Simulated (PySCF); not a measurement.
# C7H11FSi: vibronic structure

Aim: compute the vibronic structure of C7H11FSi (`CC[C@H](F)C1=C[SiH2]C=C1`).

Computed with PySCF 2.14.0 and routines of our own; the level stands in each step. Atoms count from 0.

### 1 The system as given

20 atoms, charge 0, multiplicity 1; geometry from: GFN2-xTB.

### 2 Vibronic structure: TDDFT PBE0/def2-SV(P)

Job settings and geometry (Å):

```
{"job": {"kind": "vib", "xc": "PBE0", "basis": "def2-SV(P)", "tda": false}, "charge": 0, "multiplicity": 1}
C      2.091090     1.012264     0.413187
C      2.014348    -0.505043     0.297402
C      0.966949    -0.952218    -0.730411
F      1.374371    -0.536549    -1.986581
C     -0.402127    -0.423067    -0.419349
C     -1.049889     0.530773    -1.103289
Si    -2.719184     0.864128    -0.299353
C     -2.313778    -0.450565     0.994849
C     -1.108774    -0.968681     0.739979
H      2.325899     1.448404    -0.554664
H      1.141483     1.419151     0.753850
H      2.866913     1.295678     1.120174
H      1.759222    -0.945617     1.262427
H      2.983675    -0.899116    -0.015133
H      0.941941    -2.051964    -0.781077
H     -0.617980     0.992985    -1.974014
H     -2.832216     2.209517     0.265925
H     -3.865637     0.506501    -1.133732
H     -2.917276    -0.784108     1.822484
H     -0.644181    -1.751794     1.324291
```

Method: TDDFT PBE0/def2-SV(P) vertical-gradient vibronic structure (displaced harmonic oscillators, Condon), gas phase.

Started as:

```sh
OMP_NUM_THREADS=1 python excited_run.py task.json out
```

The driver reads the jobs from task.json and runs them one after another.

The program printed:

```text
final grid: 75168 points
cycle   1  E = -661.6401541235  dE =  1.079e+00  |g| = 6.170e-01  |ddm| = 4.607e+00
cycle   2  E = -661.5872546719  dE =  5.290e-02  |g| = 8.182e-01  |ddm| = 1.560e+00
cycle   3  E = -661.7219258344  dE = -1.347e-01  |g| = 1.104e-01  |ddm| = 9.545e-01
cycle   4  E = -661.7243328847  dE = -2.407e-03  |g| = 5.177e-02  |ddm| = 1.884e-01
cycle   5  E = -661.7250326270  dE = -6.997e-04  |g| = 1.238e-02  |ddm| = 6.978e-02
cycle   6  E = -661.7250654596  dE = -3.283e-05  |g| = 3.500e-03  |ddm| = 1.430e-02
cycle   7  E = -661.7250681784  dE = -2.719e-06  |g| = 6.073e-04  |ddm| = 4.334e-03
cycle   8  E = -661.7250682634  dE = -8.505e-08  |g| = 2.208e-04  |ddm| = 9.594e-04
cycle   9  E = -661.7250682746  dE = -1.118e-08  |g| = 9.719e-05  |ddm| = 3.375e-04
cycle  10  E = -661.7250682772  dE = -2.580e-09  |g| = 1.422e-05  |ddm| = 1.289e-04
cycle  11  E = -661.7250682772  dE = -5.184e-11  |g| = 3.783e-06  |ddm| = 2.431e-05
converged SCF energy = -661.7250682772

Singlet excitations (eV, f): 4.413 (0.0454)  5.676 (0.0002)  6.050 (0.0031)  6.347 (0.0959)  6.430 (0.0040)  7.014 (0.0149)

State S1  4.4131 eV  f = 0.04537  H->L 0.98
  relaxed dipole 2.049 D, largest gradient of the excitation energy 0.0965 Eh/bohr
  mode    cm-1        S   lambda/meV  Raman
   42   1569.1    1.9210     373.7   1.000
   10    456.8    1.4399      81.6   0.064
   11    476.3    0.4788      28.3   0.023
   19    784.0    0.2882      28.0   0.037
   12    484.6    0.4034      24.2   0.020
   13    534.8    0.3056      20.3   0.018
   18    773.2    0.1990      19.1   0.025
    8    305.6    0.4092      15.5   0.008
   28   1088.5    0.1121      15.1   0.028
   43   1628.8    0.0539      10.9   0.030
   32   1211.8    0.0714      10.7   0.022
   17    742.0    0.1024       9.4   0.012
  reorganisation energy 0.7254 eV, total S 7.442, 0-0 3.6878 eV
  absorption maximum 4.350 eV, width 0.774 eV

State S4  6.3472 eV  f = 0.09591  H-2->L 0.82, H->L+2 0.13
  relaxed dipole 2.827 D, largest gradient of the excitation energy 0.0752 Eh/bohr
  mode    cm-1        S   lambda/meV  Raman
   42   1569.1    1.3309     258.9   1.000
   19    784.0    0.2298      22.3   0.043
   33   1242.4    0.1271      19.6   0.060
   17    742.0    0.2126      19.6   0.036
   34   1257.3    0.1241      19.3   0.060
   21    814.3    0.1469      14.8   0.030
   32   1211.8    0.0914      13.7   0.041
   16    670.2    0.1239      10.3   0.017
    8    305.6    0.2290       8.7   0.007
   46   2865.6    0.0190       6.8   0.048
   18    773.2    0.0703       6.7   0.013
    3    113.0    0.4765       6.7   0.002
  reorganisation energy 0.4561 eV, total S 3.763, 0-0 5.8912 eV
  absorption maximum 6.285 eV, width 0.562 eV

State S6  7.0144 eV  f = 0.01488  H-4->L 0.78, H->L+2 0.12
  relaxed dipole 6.190 D, largest gradient of the excitation energy 0.0654 Eh/bohr
  mode    cm-1        S   lambda/meV  Raman
   42   1569.1    0.8594     167.2   1.000
   32   1211.8    0.3415      51.3   0.237
   34   1257.3    0.3261      50.8   0.244
   28   1088.5    0.2529      34.1   0.142
    2     72.0    3.6967      33.0   0.009
   21    814.3    0.3132      31.6   0.098
    8    305.6    0.7883      29.9   0.035
   17    742.0    0.2104      19.4   0.055
   35   1299.4    0.1010      16.3   0.081
    5    206.8    0.6052      15.5   0.012
    6    210.2    0.5772      15.0   0.012
   11    476.3    0.2532      15.0   0.027
  reorganisation energy 0.5907 eV, total S 9.748, 0-0 6.4237 eV
  absorption maximum 6.944 eV, width 0.674 eV

State T1  2.6374 eV  f = 0.00000  H->L 0.96
  relaxed dipole 1.671 D, largest gradient of the excitation energy 0.1118 Eh/bohr
  mode    cm-1        S   lambda/meV  Raman
   42   1569.1    2.6378     513.2   1.000
   10    456.8    0.8478      48.0   0.027
   28   1088.5    0.1599      21.6   0.029
   11    476.3    0.3645      21.5   0.013
   37   1345.1    0.1167      19.5   0.032
   12    484.6    0.2995      18.0   0.011
   32   1211.8    0.1133      17.0   0.026
    8    305.6    0.3137      11.9   0.005
   43   1628.8    0.0551      11.1   0.023
   13    534.8    0.1464       9.7   0.006
   31   1149.7    0.0574       8.2   0.012
   30   1119.3    0.0548       7.6   0.011
  reorganisation energy 0.7776 eV, total S 6.658, 0-0 1.8597 eV
  absorption maximum 2.566 eV, width 0.854 eV
```

Run time: 45 s. Hardware: 1 thread of Arm Neoverse V1, shared host; peak memory 0.89 GiB.

### 3 Vibronic structure: TDA PBE0/6-31G

Settings changed since step 2:

```diff
@@ -1,2 +1,2 @@
-{"job": {"kind": "vib", "xc": "PBE0", "basis": "def2-SV(P)", "tda": false}, "charge": 0, "multiplicity": 1}
+{"job": {"kind": "vib", "xc": "PBE0", "basis": "6-31G", "tda": true, "grid": 3}, "charge": 0, "multiplicity": 1}
 C      2.091090     1.012264     0.413187
```

Method: TDA PBE0/6-31G vertical-gradient vibronic structure (displaced harmonic oscillators, Condon), gas phase.

The program printed:

```text
coarse grid: 17136 points
cycle   1  E = -661.9542161429  dE =  1.231e+00  |g| = 6.184e-01  |ddm| = 4.139e+00
cycle   2  E = -661.9007674904  dE =  5.345e-02  |g| = 8.287e-01  |ddm| = 1.535e+00
cycle   3  E = -662.0400329600  dE = -1.393e-01  |g| = 1.096e-01  |ddm| = 9.413e-01
cycle   4  E = -662.0428720024  dE = -2.839e-03  |g| = 3.830e-02  |ddm| = 1.826e-01
cycle   5  E = -662.0432389123  dE = -3.669e-04  |g| = 1.405e-02  |ddm| = 5.609e-02
cycle   6  E = -662.0432852967  dE = -4.638e-05  |g| = 1.263e-03  |ddm| = 1.395e-02
cycle   7  E = -662.0432856980  dE = -4.014e-07  |g| = 4.541e-04  |ddm| = 2.911e-03
final grid: 240160 points
cycle   8  E = -661.9735872122  dE = -3.545e-05  |g| = 9.200e-03  |ddm| = 3.289e-02
cycle   9  E = -661.9735778629  dE =  9.349e-06  |g| = 1.139e-02  |ddm| = 2.382e-02
cycle  10  E = -661.9736091451  dE = -3.128e-05  |g| = 1.377e-03  |ddm| = 1.419e-02
cycle  11  E = -661.9736095154  dE = -3.703e-07  |g| = 2.876e-04  |ddm| = 1.716e-03
cycle  12  E = -661.9736095323  dE = -1.690e-08  |g| = 1.399e-04  |ddm| = 4.188e-04
cycle  13  E = -661.9736095371  dE = -4.861e-09  |g| = 2.535e-05  |ddm| = 1.960e-04
cycle  14  E = -661.9736095373  dE = -1.935e-10  |g| = 5.679e-06  |ddm| = 4.796e-05
converged SCF energy = -661.9736095373

Singlet excitations (eV, f): 4.914 (0.0865)  5.938 (0.0003)  6.267 (0.0063)  6.403 (0.0004)  6.557 (0.1062)  7.193 (0.0095)

State S1  4.9143 eV  f = 0.08653  H->L 0.94
  relaxed dipole 2.285 D, largest gradient of the excitation energy 0.0878 Eh/bohr
  mode    cm-1        S   lambda/meV  Raman
   42   1569.1    1.5927     309.9   1.000
   10    456.8    1.3541      76.7   0.072
   19    784.0    0.3095      30.1   0.049
   17    742.0    0.2732      25.1   0.038
   11    476.3    0.4068      24.0   0.024
   18    773.2    0.2266      21.7   0.035
   13    534.8    0.3041      20.2   0.022
   12    484.6    0.3274      19.7   0.020
    8    305.6    0.3276      12.4   0.008
   43   1628.8    0.0487       9.8   0.033
   15    611.8    0.1162       8.8   0.011
   28   1088.5    0.0653       8.8   0.020
  reorganisation energy 0.6410 eV, total S 6.672, 0-0 4.2733 eV
  absorption maximum 4.847 eV, width 0.720 eV

State S5  6.5571 eV  f = 0.10619  H-1->L 0.75, H->L+3 0.17
  relaxed dipole 3.305 D, largest gradient of the excitation energy 0.0758 Eh/bohr
  mode    cm-1        S   lambda/meV  Raman
   42   1569.1    1.3488     262.4   1.000
   34   1257.3    0.1691      26.4   0.081
   33   1242.4    0.1573      24.2   0.073
   17    742.0    0.2280      21.0   0.038
   19    784.0    0.1872      18.2   0.035
   32   1211.8    0.1206      18.1   0.053
   21    814.3    0.1615      16.3   0.032
   16    670.2    0.1418      11.8   0.019
    8    305.6    0.2232       8.5   0.006
   18    773.2    0.0684       6.6   0.012
   46   2865.6    0.0184       6.5   0.046
    3    113.0    0.4011       5.6   0.002
  reorganisation energy 0.4790 eV, total S 3.962, 0-0 6.0781 eV
  absorption maximum 6.472 eV, width 0.602 eV

State T1  2.7081 eV  f = 0.00000  H->L 0.96
  relaxed dipole 1.875 D, largest gradient of the excitation energy 0.1130 Eh/bohr
  mode    cm-1        S   lambda/meV  Raman
   42   1569.1    2.7301     531.1   1.000
   10    456.8    0.7486      42.4   0.023
   28   1088.5    0.1538      20.8   0.027
   37   1345.1    0.1242      20.7   0.033
   11    476.3    0.3297      19.5   0.011
   32   1211.8    0.1149      17.3   0.025
   12    484.6    0.2675      16.1   0.009
   43   1628.8    0.0583      11.8   0.023
    8    305.6    0.2599       9.8   0.004
   13    534.8    0.1246       8.3   0.005
   31   1149.7    0.0570       8.1   0.011
   30   1119.3    0.0553       7.7   0.010
  reorganisation energy 0.7790 eV, total S 6.445, 0-0 1.9291 eV
  absorption maximum 2.717 eV, width 0.860 eV
```

Run time: 62 s. Hardware: 1 thread of Arm Neoverse V1, shared host; peak memory 0.84 GiB.

### 4 What came out

| quantity | value |
| --- | --- |
| S1: vertical, reorganisation, 0-0, total S (step 2, TDDFT PBE0/def2-SV(P), modes from GFN2-xTB) | 4.41, 0.73, 3.69 eV; 7.4 |
| S4: vertical, reorganisation, 0-0, total S (step 2, TDDFT PBE0/def2-SV(P), modes from GFN2-xTB) | 6.35, 0.46, 5.89 eV; 3.8 |
| S6: vertical, reorganisation, 0-0, total S (step 2, TDDFT PBE0/def2-SV(P), modes from GFN2-xTB) | 7.01, 0.59, 6.42 eV; 9.7 |
| S1: vertical, reorganisation, 0-0, total S (step 3, TDA PBE0/6-31G, modes from GFN2-xTB) | 4.91, 0.64, 4.27 eV; 6.7 |
| S5: vertical, reorganisation, 0-0, total S (step 3, TDA PBE0/6-31G, modes from GFN2-xTB) | 6.56, 0.48, 6.08 eV; 4.0 |
| T1: vertical, reorganisation, 0-0, total S (step 3, TDA PBE0/6-31G, modes from GFN2-xTB) | 2.71, 0.78, 1.93 eV; 6.4 |

What this shows: The vibronic model keeps the ground-state modes (from xTB) and shifts them along the gradient alone, so it can miss much of the relaxation that a full optimisation finds.
